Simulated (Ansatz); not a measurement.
Runs of Ansatz 0.2.0 on ZnRe. It takes space group P-6m2 (No. 187, hexagonal). Conventional cell: a = 2.748 Å, b = 2.748 Å, c = 4.494 Å, α = 90.00°, β = 90.00°, γ = 120.00°. Re (site symmetry -6m2) is surrounded by 6 Re at 2.75 Å and 6 Zn at 2.75 Å. Zn (site symmetry -6m2) has 6 Zn at 2.75 Å and 6 Re at 2.75 Å as nearest neighbours. The cell comes from a database or a generator and needn't be the stable form of this composition.

| level | gap on the mesh (eV) | pressure (GPa) | relaxed volume (Å³/atom) |
| --- | --- | --- | --- |
| PBE | none | 0.0 | 14.59 |
| PBE+D3(BJ)-ATM | none | 0.0 | 14.27 |
| PBE+D4 | none | 0.0 | (a) |
| PBE+D3(BJ) | none | 0.0 | 14.19 |

Alike in all rows: task relaxation of cell and atoms; potentials or basis Ansatz PAW; no spin polarisation; cell relaxed; k mesh 11 × 11 × 6; cutoff (eV) 420; smearing fermi-dirac 0.05 eV.

Problem. Fill in the values left out.

Solution. (a) 14.22.

Caveats: the plane-wave basis is chosen anew once the cell has moved, so the energies of steps on either side of that aren't comparable; pairwise dispersion overbinds metals, which lowers pressure and volume (some runs).

A k mesh can miss the band edges, and the runs leave out spin-orbit coupling on Re.

A gap of «none» marks a metal or a gap under the smearing width.
